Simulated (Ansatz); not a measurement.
**Cl₅GaH₂HfO (built from SMILES [Cl][GaH][Cl].[OH][Hf]([Cl])([Cl])[Cl]): a barrier at many levels of theory**

How high is the barrier of this step (Ga1–O6 formed, H2–Hf5 tightened, Ga1–H2 broken, Ga1–Hf5 broken, Hf5–O6 loosened), and how far do cheaper methods land from CCSD(T)?

The runs use Ansatz 0.2.0, Gaussian basis; single points in def2-TZVPP on PBE0-D4/def2-TZVP structures.

Levels: SPW92, PBE-D4, BLYP-D4, r2SCAN-D4, B97M-V, PBE0-D4, B3LYP-D4, r2SCAN0-D4, BHLYP-D4, CAM-B3LYP-D4, wB97X-V, wB97M-V, B2PLYP, PBE-QIDH, RPA on PBE, Hartree-Fock, MP2, CCSD, CCSD(T). The reference is CCSD(T) at the basis limit, from triple and quadruple zeta. Zero-point energies come from PBE0-D4 vibrations.

Cores are frozen in the correlated methods. Filled d shells of the heavier atoms are correlated. Core potentials replace the inner electrons past krypton, and spin-orbit coupling is left out. B3LYP uses VWN-RPA correlation. B2PLYP carries no dispersion term here.

80 further runs of the same task are left out: 80 set aside as unsound or not needed.

## Step 1: Start, saddle and end, as given

Charge 0, multiplicity 1. The folders r, ts and p hold the start, the saddle and the end; their coordinates stand in the first inputs.

```csv
pair,r (Å),ts (Å),p (Å)
Ga1–O6,3.834,2.205,1.934
H2–Hf5,2.247,1.865,1.823
Ga1–H2,1.613,2.149,4.300
Ga1–Hf5,3.242,2.978,3.428
Hf5–O6,1.873,1.961,2.111
```

## Step 2: SPW92/def2-TZVPP

Input file r/in.yaml:

```yaml
crystal:
  periodic: [false, false, false]
  atoms:
    - {symbol: Ga, position_ang: [0.008924, -1.937629, -0.283123]}
    - {symbol: H, position_ang: [-0.880141, -0.614567, -0.528615]}
    - {symbol: Cl, position_ang: [0.412377, -3.111936, -2.012406]}
    - {symbol: Cl, position_ang: [-0.306964, -2.886970, 1.602601]}
    - {symbol: Hf, position_ang: [0.246059, 1.292845, -0.149388]}
    - {symbol: O, position_ang: [-0.881618, 1.419092, 1.340653]}
    - {symbol: Cl, position_ang: [-0.832017, 1.800573, -2.154960]}
    - {symbol: Cl, position_ang: [1.782968, 3.033467, 0.095408]}
    - {symbol: Cl, position_ang: [1.940588, -0.519052, 0.022573]}
    - {symbol: H, position_ang: [-1.490178, 1.524076, 2.067258]}
basis:
  gaussian: {orbitals: def2-TZVPP}
hamiltonian: {xc: lda}
```

Input file ts/in.yaml:

```yaml
crystal:
  periodic: [false, false, false]
  atoms:
    - {symbol: Ga, position_ang: [0.049853, -1.519276, 0.188515]}
    - {symbol: H, position_ang: [0.115238, -0.174453, -1.486326]}
    - {symbol: Cl, position_ang: [-0.296112, -2.965719, -1.333310]}
    - {symbol: Cl, position_ang: [-0.491072, -2.262657, 2.152205]}
    - {symbol: Hf, position_ang: [0.179656, 1.383758, -0.463417]}
    - {symbol: O, position_ang: [-0.925692, 0.363183, 0.794580]}
    - {symbol: Cl, position_ang: [-1.353805, 2.476153, -1.825982]}
    - {symbol: Cl, position_ang: [1.876328, 2.982367, -0.128401]}
    - {symbol: Cl, position_ang: [2.003603, -0.398364, 0.405108]}
    - {symbol: H, position_ang: [-1.157997, 0.114907, 1.697027]}
basis:
  gaussian: {orbitals: def2-TZVPP}
hamiltonian: {xc: lda}
```

Input file p/in.yaml:

```yaml
crystal:
  periodic: [false, false, false]
  atoms:
    - {symbol: Ga, position_ang: [-0.017924, -1.762320, 0.744028]}
    - {symbol: H, position_ang: [0.846471, 1.074661, -2.369702]}
    - {symbol: Cl, position_ang: [-0.794214, -3.336726, -0.452396]}
    - {symbol: Cl, position_ang: [0.122162, -1.939208, 2.857372]}
    - {symbol: Hf, position_ang: [0.354841, 1.353136, -0.636040]}
    - {symbol: O, position_ang: [-0.879032, -0.093730, 0.280106]}
    - {symbol: Cl, position_ang: [-1.510461, 2.674703, -1.099262]}
    - {symbol: Cl, position_ang: [1.865059, 2.779097, 0.407454]}
    - {symbol: Cl, position_ang: [1.832390, -0.787676, -0.164439]}
    - {symbol: H, position_ang: [-1.819291, 0.037963, 0.432878]}
basis:
  gaussian: {orbitals: def2-TZVPP}
hamiltonian: {xc: lda}
```

One command serves all of them, each in its own folder.

Command:

```console
$ ansatz run in.yaml --threads 4 --pin off --events-out ev --progress --plain --max-ram 63488MiB --backend cuda --devices 0, --max-vram 37GiB
```

After this run come: PBE-D4/def2-TZVPP; BLYP-D4/def2-TZVPP; r2SCAN-D4/def2-TZVPP; B97M-V/def2-TZVPP; PBE0-D4/def2-TZVPP; B3LYP-D4/def2-TZVPP; r2SCAN0-D4/def2-TZVPP; BHLYP-D4/def2-TZVPP; CAM-B3LYP-D4/def2-TZVPP; wB97X-V/def2-TZVPP; wB97M-V/def2-TZVPP; B2PLYP/def2-TZVPP; PBE-QIDH/def2-TZVPP; RPA on PBE/def2-TZVPP; CCSD(T)/def2-TZVPP; MP2/def2-QZVPP; SPW92/def2-SVP; PBE-D4/def2-SVP; PBE0-D4/def2-SVP; wB97M-V/def2-SVP; CCSD(T)/def2-SVP; Vibrations of the start structure; Vibrations of the end structure.

**Question.** What will these runs give? Wanted: barrier, CCSD(T)/CBS; reverse barrier, CCSD(T)/CBS; step energy, CCSD(T)/CBS; barrier with zero-point energy; step energy with zero-point energy; imaginary mode at the saddle; largest T1 diagnostic.

As calculated:

```
                          quantity         value
              barrier, CCSD(T)/CBS  103.9 kJ/mol
      reverse barrier, CCSD(T)/CBS   80.4 kJ/mol
          step energy, CCSD(T)/CBS  +23.5 kJ/mol
    barrier with zero-point energy  104.9 kJ/mol
step energy with zero-point energy  +25.3 kJ/mol
      imaginary mode at the saddle     184i cm⁻¹
             largest T1 diagnostic         0.014
```

**Reading.** The functionals run from r2SCAN-D4, off by -0.3 kJ/mol, to SPW92, off by -15.2 kJ/mol, against CCSD(T)/CBS. By rung, the mean size of the error is: LDA 15.2, GGA 5.3, meta-GGA 0.8, hybrid 5.4, range-separated hybrid 4.7, double hybrid 4.3 kJ/mol. PBE-D4 gives a barrier 1.4 kJ/mol too low, inside chemical accuracy (1 kcal/mol, 4.2 kJ/mol). Hartree-Fock, with no correlation, is off by +18.5 kJ/mol. Zero-point motion raises the barrier by 1.0 kJ/mol.
